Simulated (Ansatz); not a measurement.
**BrClHInO: a ladder of functionals and wavefunction methods**

One table from this session's results is given with a row withheld; the runs are named, their logs left out.

Computed with Ansatz 0.2.0, Gaussian basis. Level: functionals in def2-TZVPP, the program's frozen cores in correlated methods.

The runs, in order: LDA (SPW92), PBE-D4, revPBE-D4, BLYP-D4, r2SCAN-D4, B97M-V, PBE0-D4, B3LYP-D4, r2SCANh-D4, r2SCAN0-D4, HSE06-D4, BHLYP-D4, CAM-B3LYP-D4, LC-ωPBE, ωB97X-V, ωB97M-V, B2PLYP, PBE-QIDH; CCSD(T)/def2-SVP; CCSD(T)/def2-TZVPP; MP2/def2-QZVPP; extrapolation to the limit; RPA on PBE.

### The geometry

All runs share one geometry, relaxed beforehand with PBE0-D4 in a triple-zeta def2 set. In takes the def2 core potential; no spin-orbit term is included.

SMILES `[OH][In]([Cl])[Br]`, 5 atoms, charge 0, spin multiplicity 1.

Atoms are counted from 1 here; the program's logs count them from 0.

Bond lengths: O1–In2 1.962 Å, O1–H5 0.962 Å, In2–Cl3 2.310 Å, In2–Br4 2.427 Å. Angles: In2–O1–H5 111.6°, O1–In2–Cl3 118.2°, O1–In2–Br4 120.5°, Cl3–In2–Br4 121.3°.

Set-up of the first run:

in.yaml reads:

```yaml
crystal:
  periodic: [false, false, false]
  atoms:
    - {symbol: O, position_ang: [-0.257230, 1.542438, 0.012652]}
    - {symbol: In, position_ang: [-0.101845, -0.408908, -0.122792]}
    - {symbol: Cl, position_ang: [1.719664, -1.431624, 0.864118]}
    - {symbol: Br, position_ang: [-1.787812, -1.698986, -1.298806]}
    - {symbol: H, position_ang: [0.477123, 1.923380, 0.503429]}
basis:
  gaussian: {orbitals: def2-TZVPP}
hamiltonian: {xc: lda}
output: {orbitals: {seedname: orbitals}}
```

Among the steps run: LDA; PBE-D4 (GGA); revPBE-D4 (GGA); BLYP-D4 (GGA); r2SCAN-D4 (meta-GGA); B97M-V (meta-GGA); PBE0-D4 (hybrid); B3LYP-D4 (hybrid); r2SCANh-D4 (hybrid); r2SCAN0-D4 (hybrid); HSE06-D4 (hybrid); BHLYP-D4 (hybrid); CAM-B3LYP-D4 (range-separated); LC-ωPBE-D4 (range-separated; the results give it without D4); ωB97X-V (range-separated); ωB97M-V (range-separated); B2PLYP (double hybrid); PBE-QIDH (double hybrid).

One of the session's tables, all rows but one given; the rest of the session is left out.

It belongs to the step «Frontier levels by functional». 

```
  functional  HOMO (eV)  LUMO (eV)  gap (eV)
 LDA (SPW92)      -7.68      -3.79      3.89
      PBE-D4      -7.50      -3.45      4.04
   revPBE-D4      -7.43      -3.33      4.11
     BLYP-D4      -7.32      -3.42      3.91
   r2SCAN-D4          ?          ?         ?
      B97M-V      -7.89      -3.28      4.61
     PBE0-D4      -8.81      -2.59      6.22
    B3LYP-D4      -8.54      -2.91      5.63
  r2SCANh-D4      -8.32      -2.95      5.37
  r2SCAN0-D4      -9.04      -2.48      6.56
    HSE06-D4      -8.41      -2.96      5.45
    BHLYP-D4      -9.95      -1.73      8.22
CAM-B3LYP-D4     -10.14      -1.66      8.48
     LC-ωPBE     -11.54      -0.36     11.18
     ωB97X-V     -11.17      -0.53     10.64
     ωB97M-V     -11.03      -0.66     10.37
```

Estimate the missing values for r2SCAN-D4.

Worked estimate for «HOMO (eV)». Against the share of exact exchange, r2SCANh-D4 (0.1, -8.32), r2SCAN0-D4 (0.25, -9.04) give a slope of -4.80 per unit share; at 0 the line stands at -7.84.

**Answer.** HOMO (eV): -7.84; LUMO (eV): -3.26; gap (eV): 4.58. In «HOMO (eV)» the line misses by 0.00.
